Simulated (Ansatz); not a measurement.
# GaN: the cost of one run

Program: Ansatz 0.2.0. Level of theory: DFT r2SCAN, scalar-relativistic, plane waves, PAW. These are calculated values, not measurements.

The COD entry's cell or inner coordinates are ideal or old and differ from later refinements, so a difference from it is no clean test against experiment.

1 further run of the same task is left out (set aside as unsound or not needed).

### 1 Starting point

The structure is hexagonal, space group P6_3mc (No. 186). The conventional cell has a = 3.183 Å, b = 3.183 Å, c = 5.184 Å, α = 90.00°, β = 90.00°, γ = 120.00°. Ga (site symmetry 3m) has 4 N at 1.95 Å as nearest neighbours. Around N (site symmetry 3m) lie 4 Ga at 1.95 Å.

Structure file:

```
CELL_PARAMETERS angstrom
3.18310 0.00000 0.00000
-1.59155 2.75664 0.00000
0.00000 0.00000 5.18360
ATOMIC_POSITIONS crystal
Ga 0.33333 0.66667 0.99911
Ga 0.66667 0.33333 0.49911
N 0.33333 0.66667 0.37589
N 0.66667 0.33333 0.87589
```

It is the result of an earlier relaxation at this level (volume 11.37 Å³/atom; gap on the mesh: 2.35 eV).

### 2 The reference: the undisturbed cell on the scan's mesh

Contents of input.yaml:

```yaml
crystal:
  lattice:
    - [3.1830984299, 0.0, 0.0]
    - [-1.591549215, 2.756644103, 0.0]
    - [0.0, 0.0, 5.1835962425]
  atoms:
    - { symbol: Ga, position: [0.3333333333, 0.6666666667, 0.9991101046] }
    - { symbol: Ga, position: [0.6666666667, 0.3333333333, 0.4991101046] }
    - { symbol: "N", position: [0.3333333333, 0.6666666667, 0.3758898954] }
    - { symbol: "N", position: [0.6666666667, 0.3333333333, 0.8758898954] }
basis:
  ecutwfc: 500
kpoints:
  mp_grid: { grid: [12, 12, 4] }
hamiltonian:
  xc: r2scan
scf:
  occupations: { method: gaussian, width: 0.05 }
output:
  forces: true
  stress: true
  eigenvalues: true
```

On the command line:

```bash
> ansatz run input.yaml --threads 2 --pin off --max-ram 5120MiB --backend cpu --events-out ev --progress --plain --runs-dir out
```

Q: Estimate wall time and peak memory on 2 threads of Oxide Virtual Turin-like (Zen 5), shared host.

About 5 s, with a peak of 0.52 GiB.
